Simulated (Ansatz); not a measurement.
# Ge (Germanium): how the settings move a relaxation

Question: which choices in the input matter for Ge (Germanium)?

Computed with Ansatz 0.2.0 (reference: DFT, r2SCAN, PAW with Ansatz's default frozen-core files, scalar-relativistic; relaxation of cell and atoms, unless a step's input says otherwise).

1 further run of the same task is left out (it didn't finish).

## Step 1: The structure to begin with

It takes space group Fd-3m (No. 227, cubic). The conventional cell has a = 5.658 Å, b = 5.658 Å, c = 5.658 Å, α = 90.00°, β = 90.00°, γ = 90.00°. Ge (site symmetry -43m) is surrounded by 4 Ge at 2.45 Å.

Coordinates:

```
Ge
1.0
     0.00000    2.82891    2.82891
     2.82891    0.00000    2.82891
     2.82891    2.82891    0.00000
Ge
2
Direct
  0.50000 0.50000 0.50000
  0.75000 0.75000 0.75000
```

## Step 2: The reference run

input.yaml reads:

```yaml
crystal:
  lattice:
    - [0.0, 2.82891, 2.82891]
    - [2.82891, 0.0, 2.82891]
    - [2.82891, 2.82891, 0.0]
  atoms:
    - { symbol: Ge, position: [0.5, 0.5, 0.5] }
    - { symbol: Ge, position: [0.75, 0.75, 0.75] }
kpoints:
  mp_grid: { grid: [14, 14, 14] }
scf:
  occupations: { method: fermi_dirac, width: 0.1 }
hamiltonian:
  xc: r2scan
  pseudopotentials: { kind: paw }
relax:
  f_tol: 0.002
  max_steps: 80
  cell: {}
output:
  forces: true
  stress: true
```

Started as:

```sh
$ ansatz run input.yaml --threads 1 --pin off --max-ram 2560MiB --backend cpu --events-out ev --progress --plain --runs-dir out
```

## Step 3: The same system, input altered

Edit input.yaml of step 2 so:

```diff
@@ -9,5 +9,6 @@
 kpoints:
-  mp_grid: { grid: [14, 14, 14] }
+  mp_grid: { grid: [9, 9, 9] }
 scf:
-  occupations: { method: fermi_dirac, width: 0.1 }
+  occupations: { method: fixed }
+  convergence: { dr2_threshold: 1.0e-09 }
 hamiltonian:
```

(Steps that only read results are left out.)

**Question.** What will these runs give? Wanted: for each run, ending; energy change; pressure; gap; force.

The runs gave:

| run | ending | energy change | pressure (GPa) | gap (eV) | force (eV/Å) | cycles | time |
| --- | --- | --- | --- | --- | --- | --- | --- |
| reference | converged | 0 | 0.0 | 0.35 | 0.00 | 19 | 9 s |
| 1: mp_grid.grid [9, 9, 9], occupations.method fixed, dr2_threshold 1.0e-09 | converged | +2.2 meV/atom (σ→0) | 0.0 | 0.36 | 0.00 | 21 | 3.9 s |

**Reading.** Changing the k-point mesh, smearing and convergence setting moves the energy by +2.2 meV/atom (σ→0 values). More than one kind of setting changed, and this run alone doesn't tell their shares apart. Cost: 21 SCF cycles against 19, 3.9 s against 9 s.
